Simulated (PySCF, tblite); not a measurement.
**C2H8GeNO2 radical: geometry, infrared bands and EPR parameters**

What infrared bands and EPR parameters should C2H8GeNO2 radical (`CO[CH][O][GeH2][NH2]`) show?

The runs use tblite 0.8.0 and PySCF 2.14.0, with density-fitted response routines of our own; the level of theory stands in each step. All values are computed, except where a source is named. Atoms are numbered from 0 throughout.

### 1 Starting geometry

14 atoms, charge 0, multiplicity 2; geometry from: force field or distance geometry start.

Bonds of the start (Å): C0–O1 1.39, O1–C2 1.37, C2–O3 1.40, O3–Ge4 1.78, Ge4–N5 1.85, C0–H6 1.11, C0–H7 1.10, C0–H8 1.11, C2–H9 1.08, Ge4–H10 1.55, Ge4–H11 1.57, N5–H12 1.06, N5–H13 1.05.

### 2 Relaxing the molecule with GFN2-xTB

What the job is given:

```
{"job": {"kind": "relax", "xc": "GFN2-xTB", "basis": "xTB"}, "charge": 0, "multiplicity": 2}
C      2.794000     0.054100    -0.212700
O      1.479500     0.514300    -0.145500
C      0.587200    -0.414000     0.326600
O     -0.520200     0.278800     0.817700
Ge    -1.678300     0.417600    -0.533400
N     -3.328900    -0.177900     0.053600
H      2.991000    -0.578600     0.673600
H      3.037600    -0.453600    -1.155300
H      3.445200     0.950100    -0.151400
H      0.963600    -1.196200     0.975400
H     -1.704500     1.854500    -1.103600
H     -1.167300    -0.494400    -1.699400
H     -3.232700    -1.171000     0.399200
H     -3.666800     0.415900     0.853100
```

Run with:

```console
$ OMP_NUM_THREADS=1 python probes_run.py task.json out
```

One launch serves the whole session: the jobs run in the order shown.

**Question.** This job is followed by: GFN2-xTB harmonic vibrations, gas phase; UKS B3LYP, def2-TZVP-core on Ge, pcH-1 on C H N O, non-relativistic, mean-field spin-orbit, GIAO. What will the session give for the following? strongest single infrared mode (GFN2-xTB); zero-point energy (GFN2-xTB); g(iso) (B3LYP); ⟨S²⟩; largest a(iso) (averaged by class); potential on the surface of density 0.002 e/bohr³, 1st and 99th percentile.

The runs gave:

| quantity | value |
| --- | --- |
| strongest single infrared mode (GFN2-xTB) | 2026 cm⁻¹, 437 km/mol |
| zero-point energy (GFN2-xTB) | 61.4 kcal/mol |
| g(iso) (B3LYP) | 2.00317 |
| ⟨S²⟩ | 0.752 (exact 0.75) |
| largest a(iso) (averaged by class) | 13C on C2, 285.4 MHz |
| potential on the surface of density 0.002 e/bohr³, 1st and 99th percentile | -1.40 V and 1.44 V |

In words: Relaxing lowered the energy by 0.674 eV in 120 steps; the close pair that moved most is Ge4–H11, from 1.566 to 1.494 Å. All 36 modes are real, so the xTB geometry is a minimum. The strongest single mode, at 2026 cm⁻¹, moves mainly H11. GFN2-xTB is a fitted tight-binding method: band positions and strengths are rough. Its intensities can rank the bands wrongly. C2 carries the largest spin population, 0.79 e. The isotropic g lies 0.9 ppt above the free-electron value. The hyperfine terms hold no scalar relativity, which the heavier nuclei need.
